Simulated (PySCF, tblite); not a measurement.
# C6H10BO radical: geometry, infrared bands and EPR parameters

Aim: predict the infrared bands and EPR parameters of C6H10BO radical (`BC#C[C@@H]([CH2])COC`).

The runs use tblite 0.8.0 and PySCF 2.14.0, with density-fitted response routines of our own; the level of theory stands in each step. All values are computed, except where a source is named. Atoms are numbered from 0 throughout.

### 1 The molecule as given

18 atoms, charge 0, multiplicity 2; geometry from: force field or distance geometry start.

Bonds of the start (Å): B0–C1 1.52, C1–C2 1.22, C2–C3 1.47, C3–C4 1.52, C3–C5 1.49, C5–O6 1.37, O6–C7 1.37, B0–H8 1.18, B0–H9 1.21, C3–H10 1.10, C4–H11 1.09, C4–H12 1.13, C5–H13 1.13, C5–H14 1.14, C7–H15 1.13, C7–H16 1.10, C7–H17 1.14.

### 2 Relaxing the molecule with GFN2-xTB

Job settings and geometry (Å):

```
{"job": {"kind": "relax", "xc": "GFN2-xTB", "basis": "xTB"}, "charge": 0, "multiplicity": 2}
B     -3.977400     0.509200    -0.426800
C     -2.531500     0.271700    -0.018400
C     -1.377400     0.059300     0.329200
C      0.017900    -0.168300     0.749300
C      0.411000    -1.462400     0.058400
C      0.827400     0.945900     0.188000
O      2.166200     0.956000     0.458400
C      2.925700    -0.107000     0.059800
H     -4.764400    -0.320500    -0.118600
H     -4.378800     1.638800    -0.286900
H      0.002300    -0.251600     1.847400
H      0.073400    -2.360400     0.581400
H     -0.074600    -1.440000    -0.957600
H      0.612500     1.064800    -0.915100
H      0.399700     1.893500     0.658400
H      3.979200     0.137800     0.388500
H      2.953600    -0.289700    -1.029200
H      2.726400    -1.070800     0.627700
```

Run with:

```bash
$ OMP_NUM_THREADS=1 python probes_run.py task.json out
```

The driver reads the jobs from task.json and runs them one after another.

**Question.** This job is followed by: GFN2-xTB harmonic vibrations, gas phase; UKS B3LYP, pcH-1 on B C H O, non-relativistic, mean-field spin-orbit, GIAO. Predict these results of the whole session: strongest single infrared mode (GFN2-xTB); zero-point energy (GFN2-xTB); g(iso) (B3LYP); ⟨S²⟩; largest a(iso) (averaged by class); surface potential, 1st and 99th percentile.

As calculated:

| quantity | value |
| --- | --- |
| strongest single infrared mode (GFN2-xTB) | 2619 cm⁻¹, 214 km/mol |
| zero-point energy (GFN2-xTB) | 87.0 kcal/mol |
| g(iso) (B3LYP) | 2.00257 |
| ⟨S²⟩ | 0.756 (exact 0.75) |
| largest a(iso) (averaged by class) | 13C on C4, 109.3 MHz |
| surface potential, 1st and 99th percentile | -1.25 V and 1.03 V |

Over 111 steps the energy fell by 1.015 eV; of the close pairs, C3–C5 changed most, 1.487 to 1.548 Å. All 48 modes are real, so the xTB geometry is a minimum. The strongest single mode, at 2619 cm⁻¹, moves mainly H9 and H8. GFN2-xTB is a fitted tight-binding method: band positions and strengths are rough. Its intensities can rank the bands wrongly. C4 carries the largest spin population, 0.98 e. The isotropic g lies 0.2 ppt above the free-electron value.
